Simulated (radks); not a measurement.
**Fractional charge and spin in the 5s shell of antimony**

An exercise on one series of results from a longer session: the logs are not shown, and one member is left open.

The numbers are computed with radks (a radial shooting solver on a logarithmic mesh, Libxc functionals) version 1 (scalar-relativistic Kohn-Sham, PBEsol, spin-polarised, spherical densities, finite nucleus), except any that are marked as measured or tabulated.

**What is computed**

```
element            : antimony (Z = 51)
configuration      : [Kr] 4d10 5p(up 1, down 1) 5s(up 1, down 1)
nuclear rms radius : 4.6802 fm
```

A shell typed twice in an input gives spin up, then spin down.

The first run:

Input:

```text
Z 51
configuration [Kr] 4d10 5p1 5p1 5s1 5s1
relativity scalar-relativistic
functional pbe_sol,pbe_sol
spin polarised
nucleus finite rms 4.6802 fm
c 137.035999084
```

Among the steps run: 5s: up 1, down 1.

One of the session's tables, all rows but one given; the rest of the session is left out.

It belongs to the step «5s: up 1, down 1». Sizes of the orbitals, from the radial functions (bohr):

| level | <r> | outermost maximum (interpolated) | 90 % within | nodes |
| --- | --- | --- | --- | --- |
| 3s | 0.3308 | 0.300 | 0.486 | 2 |
| 3p | 0.3289 | 0.294 | 0.494 | 1 |
| 3d | 0.3055 | 0.244 | 0.481 | 0 |
| 4s | ? | ? | ? | ? |
| 4p | 0.8523 | 0.762 | 1.25 | 2 |
| 4d | 1.029 | 0.847 | 1.59 | 1 |
| 5s | 2.155 | 1.87 | 3.15 | 4 |
| 5p | 2.660 | 2.25 | 3.95 | 3 |

**Question.** Estimate the row for 4s.

**Answer.** <r>: 0.7908; outermost maximum (interpolated): 0.722; 90 % within: 1.14; nodes: 3. In the column «<r>» it lies between 3s (0.3308) and 4p (0.8523).
